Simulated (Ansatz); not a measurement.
# FH4InSi: a ladder of functionals and wavefunction methods

One table from this session's results is given with a row withheld; the runs are named, their logs left out.

Program: Ansatz 0.2.0, Gaussian basis. Level of theory: functionals in def2-TZVPP, the program's frozen cores in correlated methods. These are calculated values, not measurements.

The runs, in order: LDA (SPW92), PBE-D4, revPBE-D4, BLYP-D4, r2SCAN-D4, B97M-V, PBE0-D4, B3LYP-D4, r2SCANh-D4, r2SCAN0-D4, HSE06-D4, BHLYP-D4, CAM-B3LYP-D4, LC-ωPBE, ωB97X-V, ωB97M-V, B2PLYP, PBE-QIDH; CCSD(T)/def2-SVP; CCSD(T)/def2-TZVPP; MP2/def2-QZVPP; extrapolation to the limit; RPA on PBE.

### The relaxed structure

An earlier PBE0-D4 in a triple-zeta def2 set relaxation fixed the geometry. In takes the def2 core potential; no spin-orbit term is included.

SMILES `F[SiH2][InH2]`, 7 atoms, charge 0, spin multiplicity 1.

Atoms are counted from 1 here; the program's logs count them from 0.

Bond lengths: F1–Si2 1.612 Å, Si2–In3 2.582 Å, Si2–H4 1.490 Å, Si2–H5 1.490 Å, In3–H6 1.725 Å, In3–H7 1.729 Å. Angles: F1–Si2–In3 111.5°, F1–Si2–H4 106.9°, F1–Si2–H5 106.9°, In3–Si2–H4 112.0°, In3–Si2–H5 112.0°, H4–Si2–H5 107.2°, Si2–In3–H6 122.4°, Si2–In3–H7 119.0°, H6–In3–H7 118.6°.

The first run:

in.yaml reads:

```yaml
crystal:
  periodic: [false, false, false]
  atoms:
    - {symbol: F, position_ang: [-2.243288, 0.172526, -0.252899]}
    - {symbol: Si, position_ang: [-0.775100, -0.258578, -0.758450]}
    - {symbol: In, position_ang: [1.036482, 0.331036, 0.983935]}
    - {symbol: H, position_ang: [-0.824882, -1.721528, -1.038463]}
    - {symbol: H, position_ang: [-0.543601, 0.432224, -2.058502]}
    - {symbol: H, position_ang: [0.662639, 1.095257, 2.484755]}
    - {symbol: H, position_ang: [2.687740, -0.050946, 0.639613]}
basis:
  gaussian: {orbitals: def2-TZVPP}
hamiltonian: {xc: lda}
output: {orbitals: {seedname: orbitals}}
```

On the command line:

```console
> ansatz run in.yaml --threads 2 --pin off --events-out ev --progress --plain --max-ram 4352MiB
```

Steps of the session up to this table: LDA; PBE-D4 (GGA); revPBE-D4 (GGA); BLYP-D4 (GGA); r2SCAN-D4 (meta-GGA); B97M-V (meta-GGA); PBE0-D4 (hybrid); B3LYP-D4 (hybrid); r2SCANh-D4 (hybrid); r2SCAN0-D4 (hybrid); HSE06-D4 (hybrid); BHLYP-D4 (hybrid); CAM-B3LYP-D4 (range-separated); LC-ωPBE (range-separated); ωB97X-V (range-separated); ωB97M-V (range-separated); B2PLYP (double hybrid); PBE-QIDH (double hybrid).

One table of the session follows, with a row left open; its other results are not shown here.

It belongs to the step «Orbital energies across the functionals». 

```
  functional  HOMO (eV)  LUMO (eV)  gap (eV)
 LDA (SPW92)      -6.46      -3.26      3.20
      PBE-D4      -6.34      -3.00      3.34
   revPBE-D4      -6.29      -2.89      3.40
     BLYP-D4      -6.22      -2.97      3.26
   r2SCAN-D4      -6.59      -2.77      3.82
      B97M-V      -6.67      -3.04      3.63
     PBE0-D4          ?          ?         ?
    B3LYP-D4      -7.24      -2.55      4.69
  r2SCANh-D4      -6.99      -2.52      4.47
  r2SCAN0-D4      -7.58      -2.15      5.43
    HSE06-D4      -7.02      -2.64      4.39
    BHLYP-D4      -8.39      -1.62      6.78
CAM-B3LYP-D4      -8.66      -1.45      7.21
     LC-ωPBE      -9.92      -0.33      9.59
     ωB97X-V      -9.61      -0.46      9.15
     ωB97M-V      -9.42      -0.73      8.70
```

**Question.** Estimate the row for PBE0-D4.

As computed: HOMO (eV): -7.42; LUMO (eV): -2.28; gap (eV): 5.14. In the column «HOMO (eV)» it lies between r2SCAN0-D4 (-7.58) and B3LYP-D4 (-7.24).
